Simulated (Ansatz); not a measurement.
# AlF3K: the cost of one run

Computed with Ansatz 0.2.0, Gaussian basis. Level: RKS PBE-D4/def2-SVP.

Levels: PBE-D4, revPBE-D4, BLYP-D4, r2SCAN-D4, B97M-V, PBE0-D4, B3LYP-D4, HSE06-D4, wB97X-V, wB97M-V, B2PLYP, Hartree-Fock, MP2, CCSD, CCSD(T). The reference is CCSD(T) extrapolated to the basis limit. For elements past Ar these valence bases correlate outer-core shells poorly and lack relativity, so that limit is rough.

Cores are frozen in the correlated methods. The outer core shell of Li, Na, Mg and K is correlated. B3LYP uses VWN-RPA correlation. B2PLYP carries no dispersion term here.

163 further runs of the same task are left out: 163 set aside as unsound or not needed. Runs told in other sessions of the task aren't counted.

### Step 1. Starting geometry

The pair, from a GFN2-xTB docking trial: 5 atoms, charge 1, spin multiplicity 1.

Atoms are counted from 1 here; the program's logs count them from 0.

Bond lengths: K1–F5 2.209 Å, F2–Al3 1.632 Å, Al3–F4 1.617 Å, Al3–F5 1.674 Å. Angles: F2–Al3–F4 130.7°, F2–Al3–F5 107.2°, F4–Al3–F5 122.1°, K1–F5–Al3 138.6°.

Coordinates:

```
K    -0.1120   -0.1965   -2.8242
F     0.0812   -1.5636    0.7314
Al    0.0350    0.0659    0.7999
F     0.0494    1.0691    2.0679
F    -0.0535    0.6251   -0.7750
```

Atoms 1 to 1 are fragment A (K+), the rest fragment B (AlF3).

### Step 2. A first relaxation in a small basis

pre/in.yaml reads:

```yaml
crystal:
  periodic: [false, false, false]
  atoms:
    - {symbol: K, position_ang: [-0.112000, -0.196500, -2.824200]}
    - {symbol: F, position_ang: [0.081200, -1.563600, 0.731400]}
    - {symbol: Al, position_ang: [0.035000, 0.065900, 0.799900]}
    - {symbol: F, position_ang: [0.049400, 1.069100, 2.067900]}
    - {symbol: F, position_ang: [-0.053500, 0.625100, -0.775000]}
basis:
  gaussian: {orbitals: def2-SVP}
total_charge: 1
hamiltonian: {xc: pbe, dispersion: d4}
relax: {f_tol: 0.03, max_steps: 250}
```

Command:

```sh
> ansatz run in.yaml --threads 4 --pin off --events-out ev --progress --plain --max-ram 9574MiB
```

**Question.** How long does this run take on 4 threads of Arm Neoverse V1, shared host?

About 9.5 s.
